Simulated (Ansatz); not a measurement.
Working through an atomisation energy of CHClGaN, SMILES N#[C][GaH][Cl]

Computed with Ansatz 0.2.0, Python API.

The cells in order, each with its output:

```python
from collections import Counter

import ansatz
```

```python
def energy_of(molecule, charge=0, unpaired=0):
    calc = molecule.calculation().basis(gaussian='cc-pVDZ').functional('pbe')
    if charge:
        calc = calc.charge(charge)
    if unpaired:
        calc = calc.spin('collinear', total=unpaired)
    return calc.run(threads=1, pin='off').report['free_energy_ev']
```

```python
geometry_ang = [
    ('N', (1.1081, -1.2595, 1.2416)),
    ('C', (0.5619, -0.4871, 0.4796)),
    ('Ga', (-0.2885, 0.387, -0.4784)),
    ('Cl', (-1.8303, -0.3107, -0.979)),
    ('H', (0.4987, 1.5966, -0.3052)),
]
mol = ansatz.Crystal.molecule()
for symbol, xyz in geometry_ang:
    mol = mol.atom(symbol, xyz)

# Hund ground states
unpaired = {'N': 3, 'C': 2, 'Ga': 1, 'Cl': 1, 'H': 1}
counts = Counter(site.symbol for site in mol.cartesian_sites)
atom_energy = {s: energy_of(ansatz.Crystal.molecule().atom(s, (0, 0, 0)), 0, unpaired[s]) for s in counts}
whole = energy_of(mol, 0, 0)
for s, e in atom_energy.items():
    print(f'{s:2s} x{counts[s]}  {e:14.5f} eV')
print(f'CHClGaN: {whole:.5f} eV')
split = sum(counts[s] * e for s, e in atom_energy.items()) - whole
print(f'atomisation energy (no zero-point term): {split:.3f} eV, {split / sum(counts.values()):.3f} eV an atom')
```

    N  x1     -1483.48805 eV
    C  x1     -1028.27851 eV
    Ga x1    -52367.88590 eV
    Cl x1    -12515.85461 eV
    H  x1       -13.56836 eV
    CHClGaN: -67422.56741 eV
    atomisation energy (no zero-point term): 13.492 eV, 2.698 eV an atom

13.492 eV from the electronic energies, without the zero-point term.

Notes:
- Total energies depend on the basis set; only differences at equal settings carry meaning.
- The geometry is a force-field or estimated start, not a minimum of this method, and the basis set is short of its limit. All parts are taken at fixed geometry, without zero-point energy.
- For Al to Cl the sets with a tight d function, cc-pV(X+d)Z, are usual.
- This functional overbinds, so such energies come out a few per cent too high (LDA far more).
- The whole script took 4 s on 1 thread of Intel(R) Xeon(R) Processor @ 2.30GHz, on a shared host, peak memory 0.22 GiB.
